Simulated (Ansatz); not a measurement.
**BH₅SiZn₂: how energies converge with the basis set**

One table from this session's results is given with a row withheld; the runs are named, their logs left out.

Computed with Ansatz 0.2.0, Gaussian basis. Level: one geometry, several basis sets.

The runs, in order: PBE0-D4/def2-SVP; ωB97M-V/def2-SVP; PBE0-D4/def2-QZVPP; ωB97M-V/def2-QZVPP; the functionals' def2-TZVPP values are taken from earlier runs.

## Structure used throughout

All runs share one geometry, relaxed beforehand with PBE0-D4 in a triple-zeta def2 set.

9 atoms, charge 0, spin multiplicity 1.

Atoms are counted from 1 here; the program's logs count them from 0.

Bond lengths: B1–Zn2 2.091 Å, B1–H5 1.200 Å, B1–H6 1.200 Å, Zn2–Si3 2.385 Å, Si3–Zn4 2.370 Å, Si3–H7 1.499 Å, Si3–H8 1.499 Å, Zn4–H9 1.560 Å. Angles: Zn2–B1–H5 122.5°, Zn2–B1–H6 122.7°, H5–B1–H6 114.8°, B1–Zn2–Si3 179.3°, Zn2–Si3–Zn4 116.5°, Zn2–Si3–H7 109.6°, Zn2–Si3–H8 109.4°, Zn4–Si3–H7 107.9°, Zn4–Si3–H8 107.8°, H7–Si3–H8 105.2°, Si3–Zn4–H9 178.8°.

The first run:

The input, in.yaml:

```yaml
crystal:
  periodic: [false, false, false]
  atoms:
    - {symbol: B, position_ang: [1.079142, 1.961052, -2.038106]}
    - {symbol: Zn, position_ang: [0.644577, 0.489491, -0.618166]}
    - {symbol: Si, position_ang: [0.120372, -1.184066, 0.997947]}
    - {symbol: Zn, position_ang: [-2.126815, -1.260726, 1.748385]}
    - {symbol: H, position_ang: [0.870970, 1.808600, -3.210298]}
    - {symbol: H, position_ang: [1.559022, 3.021644, -1.746319]}
    - {symbol: H, position_ang: [1.001029, -1.015507, 2.199323]}
    - {symbol: H, position_ang: [0.464889, -2.534479, 0.445309]}
    - {symbol: H, position_ang: [-3.613196, -1.286019, 2.221935]}
basis:
  gaussian: {orbitals: def2-SVP}
hamiltonian: {xc: pbe0, dispersion: d4}
output: {orbitals: {seedname: orbitals}}
```

Run with:

```sh
ansatz run in.yaml --threads 2 --pin off --events-out ev --progress --plain --max-ram 31744MiB --backend cpu
```

Steps of the session up to this table: PBE0-D4 in def2-SVP; ωB97M-V in def2-SVP; PBE0-D4 in def2-QZVPP; ωB97M-V in def2-QZVPP.

One of the session's tables, all rows but one given; the rest of the session is left out.

It belongs to the step «Density functionals: the series». 

```
functional       basis  HOMO (eV)  LUMO (eV)
   PBE0-D4    def2-SVP      -6.24      -2.35
   PBE0-D4  def2-TZVPP          ?          ?
   PBE0-D4  def2-QZVPP      -6.36      -2.59
   ωB97M-V    def2-SVP      -8.11      -0.27
   ωB97M-V  def2-TZVPP      -8.27      -0.75
   ωB97M-V  def2-QZVPP      -8.28      -0.81
```

Estimate the missing values for PBE0-D4, def2-TZVPP.

The run gave: HOMO (eV): -6.36; LUMO (eV): -2.58.
